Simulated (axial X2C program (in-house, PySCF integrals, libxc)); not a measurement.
# SbSn: bond curves with and without spin–orbit coupling, part 1 of 2

Aim: find the lowest determinant of SbSn, scan the bond at several levels and fit the constants, once spin-free and once with spin–orbit coupling.

The runs use an in-house X2C program for linear molecules on PySCF integrals; all-electron X2C, Sb dyall-cv3z, Sn dyall-cv3z.

All values are calculated.

### Step 1. Input

File task.json:

```json
{"zs": [51, 50], "q": 0, "bas": ["dyall-cv3z", "dyall-cv3z"], "levels": ["PBE0", "HF", "BP86"], "cc": true, "r0": 2.8, "thr": -1.0, "nmax": 90, "npts": 10, "nst": 2, "ntry": 6}
```

Keys: zs atomic numbers; q charge; bas basis sets; levels methods (HF also brings MP2); cc coupled cluster on or off; r0 starting distance in Å; thr threshold in hartree for freezing inner shells (an s shell follows its p shell); nmax most natural virtual spinors; npts points asked for on the curve; nst determinants followed; ntry starts of the search.

Launch:

```console
python so2c.py task.json out
```

Spin-free means the one-electron spin-free X2C Hamiltonian; two-component (2c) means X2C with spin–orbit coupling and atomic mean-field two-electron Coulomb and Gaunt terms. Basis: Sb dyall-cv3z contracted to [11s12p8d4f1g], Sn dyall-cv3z contracted to [11s12p9d4f1g]; Gaussian nuclei, density fitting. Masses: Sb 120.904 u, Sn 119.902 u.

Notation: σ, π±, δ± give the projection m of an orbital's angular momentum (0, ±1, ±2), α and β its spin, Λ and M_S the sums; ω is the projection of a spinor's total angular momentum and Ω the sum. Logs are in hartree.

The results follow Hamiltonian by Hamiltonian and level by level.

### Step 2. Search for the lowest determinant

PBE0 moves the distance from 2.800 Å to 2.634 Å and compares determinants there.

Spin-free determinants:

```tsv
ΔE (eV)	state	open shells
0.00	M_S = 1/2, Λ = 1	beyond closed shells: π+α, π+β, π-α
0.40	M_S = 1/2, Λ = 0	beyond closed shells: σα
1.23	M_S = 3/2, Λ = 1	beyond closed shells: 2 × π+α, π-α
1.73	M_S = 3/2, Λ = 0	beyond closed shells: σα, π+α, π+β, 2 × π-α
1.73	M_S = 3/2, Λ = 2	beyond closed shells: σα, 2 × π+α, π+β, π-α
2.11	M_S = 1/2, Λ = 2	beyond closed shells: σβ, 2 × π+α, π+β, π-α
2.11	M_S = 1/2, Λ = 0	beyond closed shells: σβ, π+α, π+β, 2 × π-α
```

Two-component determinants:

| ΔE (eV) | state | open shells |
| --- | --- | --- |
| 0.00 | Ω = 3/2 | excess of +ω over −ω: ω = 3/2 |
| 0.33 | Ω = 1/2 | excess of +ω over −ω: ω = 1/2 |
| 1.27 | Ω = 1/2 | excess of +ω over −ω: 2 × ω = -1/2, ω = 3/2 |
| 1.57 | Ω = 5/2 | excess of +ω over −ω: ω = -1/2, 2 × ω = 3/2 |
| 1.80 | Ω = 1/2 | excess of +ω over −ω: ω = 1/2 |
| 1.92 | Ω = 7/2 | excess of +ω over −ω: ω = 1/2, 2 × ω = 3/2 |
| 2.01 | Ω = 5/2 | excess of +ω over −ω: 2 × ω = 1/2, ω = 3/2 |

### Step 3. PBE0, spin-free

State followed: M_S = 1/2, Λ = 1 (beyond closed shells: π+α, π+β, π-α). The scan is laid around 2.634 Å, a first estimate of the minimum, and this SCF restarts from the orbitals of the search.

Output at 2.634 Å:

```text
spin-free X2C-1e  PBE0
basis functions 253  fitting functions 1300  grid points 5806
iter        total energy     max residual
   1     -12656.767714289     7.66e-06
   2     -12656.767714280     1.89e-05
   3     -12656.767714291     1.14e-06
   4     -12656.767714291     4.59e-07
converged
one-electron -18417.27702234  Coulomb 5586.40647892  exact exchange -83.31820407  xc functional -254.88036689  nuclear repulsion 512.30140009
```

Along the bond, energies from the lowest point:

| R (Å) | E (eV) | μ (D) | HOMO (eV) | LUMO (eV) | iterations |
| --- | --- | --- | --- | --- | --- |
| 2.292 | 0.9846 | 0.50 | -5.97 | -4.58 | 13 |
| 2.397 | 0.3980 | 0.76 | -6.03 | -4.39 | 13 |
| 2.476 | 0.1509 | 0.96 | -5.88 | -4.27 | 13 |
| 2.555 | 0.0282 | 1.16 | -5.74 | -4.16 | 13 |
| 2.634 | 0.0000 | 1.35 | -5.61 | -4.06 | 4 |
| 2.726 | 0.0544 | 1.54 | -5.47 | -3.96 | 13 |
| 2.818 | 0.1695 | 1.66 | -5.37 | -3.88 | 14 |
| 2.937 | 0.3600 | 1.71 | -5.30 | -3.80 | 12 |
| 3.082 | 0.6152 | 1.77 | -5.27 | -3.73 | 14 |
| 3.292 | 0.9862 | 1.91 | -5.27 | -3.67 | 13 |

Dipoles are positive if Sn is the positive end.

Outer orbitals at the reference distance:

```
symmetry  occupied  ε (eV)              atomic character
     δ-α       yes  -28.76                     100% Sn d
     δ+α       yes  -28.76                     100% Sn d
     δ+β       yes  -28.75                     100% Sn d
     δ-β       yes  -28.74                     100% Sn d
     π-α       yes  -28.57                     100% Sn d
     π+α       yes  -28.57                     100% Sn d
     π+β       yes  -28.57                     100% Sn d
      σβ       yes  -28.56                     100% Sn d
      σα       yes  -28.56                     100% Sn d
     π-β       yes  -28.55                     100% Sn d
      σα       yes  -15.15   62% Sb s, 22% Sn s, 8% Sn p
      σβ       yes  -14.48   57% Sb s, 28% Sn s, 8% Sn p
      σα       yes  -11.29  56% Sn s, 18% Sb s, 16% Sb p
      σβ       yes  -11.04  51% Sn s, 23% Sb s, 15% Sb p
      σα       yes   -6.25   46% Sb p, 41% Sn p, 8% Sn s
     π-α       yes   -6.23   68% Sb p, 27% Sn p, 3% Sn d
     π+α       yes   -6.23   68% Sb p, 27% Sn p, 3% Sn d
      σβ       yes   -6.07   46% Sb p, 42% Sn p, 7% Sn s
     π+β       yes   -5.61   54% Sb p, 42% Sn p, 2% Sn d
     π-β        no   -4.06            51% Sb p, 45% Sn p
     π+α        no   -2.54   67% Sn p, 24% Sb p, 5% Sb d
     π-α        no   -2.54   67% Sn p, 24% Sb p, 5% Sb d
     π+β        no   -2.29   52% Sn p, 38% Sb p, 5% Sn d
```

PBE0 fields in the half plane through the axis: z from -2.4 to 4.8 Å across, distance from the axis 0.15 to 2.25 Å upwards; Sb lies at z = 0 and Sn at z = 2.634 Å; the ELF is damped to zero where the density is low.

log10 density (e/bohr³). Ten even steps from '0' (-4.07 ) to '9' (1.83 ):
```
0001112222222222221111100
0011222222222222222222110
0112233333333333333322211
1122333444433333333333221
1223344444444444444443322
1233445555544445565544322
1233455777554456776544332
2234456898654457897654332
```

ELF. Ten even steps from '0' (0.00 ) to '9' (0.91 ):
```
0000123333343221111221000
0012455555555432233444310
0135677766666543345677642
1357887766676643345688875
2578886433567642223579997
3688863332257522343358998
4789843787336525887348999
4789735585526427187537999
```

Re = 2.622 Å, ωe = 231.2 cm⁻¹, Be = 0.04074 cm⁻¹, De = 2.33 eV, μ = 1.32 D.

### Step 4. HF, spin-free

The SCF at the reference distance of 2.634 Å:

```text
spin-free X2C-1e  HF
basis functions 253  fitting functions 1300  grid points 5806
iter        total energy     max residual
   1     -12651.841959603     3.72e-01
   2     -12651.879933486     5.89e-03
   3     -12651.881824033     3.17e-03
   4     -12651.882623472     4.03e-03
   5     -12651.883355121     3.48e-03
   6     -12651.884049006     3.65e-03
   7     -12651.883797159     3.61e-03
   8     -12651.879805677     2.11e-03
   9     -12651.878105977     1.94e-03
  10     -12651.877589327     1.82e-03
  11     -12651.877617928     1.83e-03
  12     -12651.874063908     3.79e-03
  13     -12651.880944072     2.20e-03
  14     -12651.879824355     2.03e-03
  15     -12651.880315434     2.24e-03
  16     -12651.879351856     2.15e-03
  17     -12651.879753713     2.31e-03
  18     -12651.879433166     2.24e-03
  19     -12651.878876363     2.11e-03
  20     -12651.878821310     2.08e-03
  21     -12651.878802365     2.08e-03
  22     -12651.878397820     2.00e-03
  23     -12651.841959603     3.37e-01
  24     -12651.879943350     7.51e-03
  25     -12651.881948880     1.28e-02
  26     -12651.883217331     8.24e-03
  27     -12651.885900224     9.53e-03
  28     -12651.887311030     1.60e-02
  29     -12651.890119608     1.33e-02
  30     -12651.891464324     4.78e-03
  31     -12651.891611967     1.03e-03
  32     -12651.891658442     1.62e-03
  33     -12651.891665364     3.66e-04
  34     -12651.891666638     6.87e-05
  35     -12651.891666767     6.03e-05
  36     -12651.891666780     7.70e-06
  37     -12651.891666782     5.67e-06
  38     -12651.891666782     1.86e-06
converged
one-electron -18415.30779739  Coulomb 5584.57126545  exact exchange -333.45653493  xc functional 0.00000000  nuclear repulsion 512.30140009
```

Re = 2.785 Å, ωe = 160.6 cm⁻¹, ωexe = 0.584 cm⁻¹, Be = 0.0361 cm⁻¹, De = 0.554 eV, μ = 1.11 D. ⟨S²⟩ = 1.51 against 0.75 for a pure state, so this determinant mixes spins.

### Step 5. BP86, spin-free

Output at 2.634 Å:

```text
spin-free X2C-1e  BP86
basis functions 253  fitting functions 1300  grid points 5806
iter        total energy     max residual
   1     -12658.923289199     1.49e-01
   2     -12658.929078354     5.45e-03
   3     -12658.910241856     2.42e-02
   4     -12658.930140813     8.55e-04
   5     -12658.930079217     1.52e-03
   6     -12658.930166257     3.63e-04
   7     -12658.930169588     7.50e-05
   8     -12658.930170684     2.60e-05
   9     -12658.930170929     8.43e-06
  10     -12658.930170933     7.63e-06
  11     -12658.930170935     5.60e-07
  12     -12658.930170935     1.65e-07
converged
one-electron -18417.47049320  Coulomb 5586.58238152  exact exchange 0.00000000  xc functional -340.34345936  nuclear repulsion 512.30140009
```

Re = 2.658 Å, ωe = 217.8 cm⁻¹, ωexe = 0.375 cm⁻¹, Be = 0.03963 cm⁻¹, De = 2.72 eV, μ = 1.18 D.

### Step 6. MP2 and beyond, spin-free

Correlated methods: 9 electrons correlated (frozen shells, counted by type: Sb 4 s, 3 p, 2 d; Sn 4 s, 3 p, 2 d), 319 virtual spinors in MP2, 90 natural virtuals in coupled cluster.

Output of the correlated part at 2.634 Å:

```text
correlated 9  virtual 319  natural virtual 90  E(MP2) -0.146644274  MP2 remainder -0.005169681
iter   CCSD correlation   residual
   1     -0.160040231   1.40e-01
   2     -0.168425667   7.47e-02
   3     -0.171048322   4.86e-02
   4     -0.174042631   3.59e-02
   5     -0.175367743   1.74e-02
   6     -0.175778329   5.68e-03
   7     -0.175837917   2.32e-03
   8     -0.175841476   1.25e-03
   9     -0.175837633   6.99e-04
  10     -0.175835449   3.20e-04
  11     -0.175836268   1.35e-04
  12     -0.175836263   6.04e-05
  13     -0.175836956   3.01e-05
  14     -0.175837553   1.64e-05
  15     -0.175838304   1.16e-05
  16     -0.175838806   7.19e-06
  17     -0.175839082   3.99e-06
  18     -0.175839215   2.08e-06
  19     -0.175839240   1.05e-06
  20     -0.175839250   6.39e-07
(T) -0.010853321  T1 0.1134  D1 0.2683  max T2 0.129
```

T1 in the output is the amplitude norm over the root of the electron number; divide by √2 for the Lee–Taylor value.

MP2: No constants are quoted: the reference is strongly spin-contaminated.

CCSD: Re = 2.650 Å, ωe = 210.8 cm⁻¹, ωexe = 0.788 cm⁻¹, Be = 0.03988 cm⁻¹, De = 1.82 eV. T1 at Re = 0.080 (Lee–Taylor, the printed value over √2).

CCSD(T): Re = 2.647 Å, ωe = 220.4 cm⁻¹, ωexe = 0.73 cm⁻¹, Be = 0.03997 cm⁻¹, De = 2.00 eV. T1 at Re = 0.080 (Lee–Taylor, the printed value over √2).

### Step 7. A higher determinant, spin-free

State: M_S = 1/2, Λ = 0 (beyond closed shells: σα).

Output at the reference distance:

```text
spin-free X2C-1e  PBE0
basis functions 253  fitting functions 1300  grid points 5806
iter        total energy     max residual
   1     -12656.752929469     3.99e-05
   2     -12656.752929458     8.75e-05
   3     -12656.752929638     2.60e-05
   4     -12656.752929714     2.03e-05
   5     -12656.752929966     1.85e-05
   6     -12656.752930522     1.59e-05
   7     -12656.752931997     1.21e-05
   8     -12656.752932518     5.54e-06
   9     -12656.752932542     3.06e-06
  10     -12656.752932543     1.59e-06
converged
one-electron -18416.26342404  Coulomb 5585.37608983  exact exchange -83.30759991  xc functional -254.85939852  nuclear repulsion 512.30140009
```

| R (Å) | E above the lowest PBE0 point (eV) |
| --- | --- |
| 2.292 | 0.747 |
| 2.397 | 0.405 |
| 2.476 | 0.312 |
| 2.555 | 0.320 |
| 2.634 | 0.402 |
| 2.726 | 0.565 |
| 2.818 | 0.776 |
| 2.937 | 1.088 |
| 3.082 | 1.499 |

Re = 2.507 Å, ωe = 254.0 cm⁻¹, ωexe = 0.443 cm⁻¹, Be = 0.04455 cm⁻¹, μ = 1.51 D. Te = 0.31 eV. As a difference of two determinants it need not be a gap between pure terms.

### Step 8. The spin-free curves together

Energy (eV) of the followed determinant, spin-free, from each level's lowest point:

| R (Å) | PBE0 | HF | MP2 (spin-contaminated) | CCSD | CCSD(T) | BP86 |
| --- | --- | --- | --- | --- | --- | --- |
| 2.292 | 0.985 | 1.353 | 0.844 | n/a | n/a | 1.117 |
| 2.397 | 0.398 | 0.712 | 0.321 | 0.467 | 0.479 | 0.492 |
| 2.476 | 0.151 | 0.404 | 0.134 | 0.194 | 0.200 | 0.215 |
| 2.555 | 0.028 | 0.200 | 0.037 | 0.050 | 0.051 | 0.060 |
| 2.634 | 0.000 | 0.076 | 0.000 | 0.000 | 0.000 | 0.000 |
| 2.726 | 0.054 | 0.008 | 0.011 | 0.024 | 0.029 | 0.019 |
| 2.818 | 0.169 | 0.000 | 0.066 | 0.106 | 0.122 | 0.109 |
| 2.937 | 0.360 | 0.051 | 0.183 | 0.258 | 0.291 | 0.292 |
| 3.082 | 0.615 | 0.163 | 0.382 | n/a | n/a | 0.573 |
| 3.292 | 0.986 | 0.330 | 0.730 | n/a | n/a | 0.995 |

(Continued in part 2 of 2.)
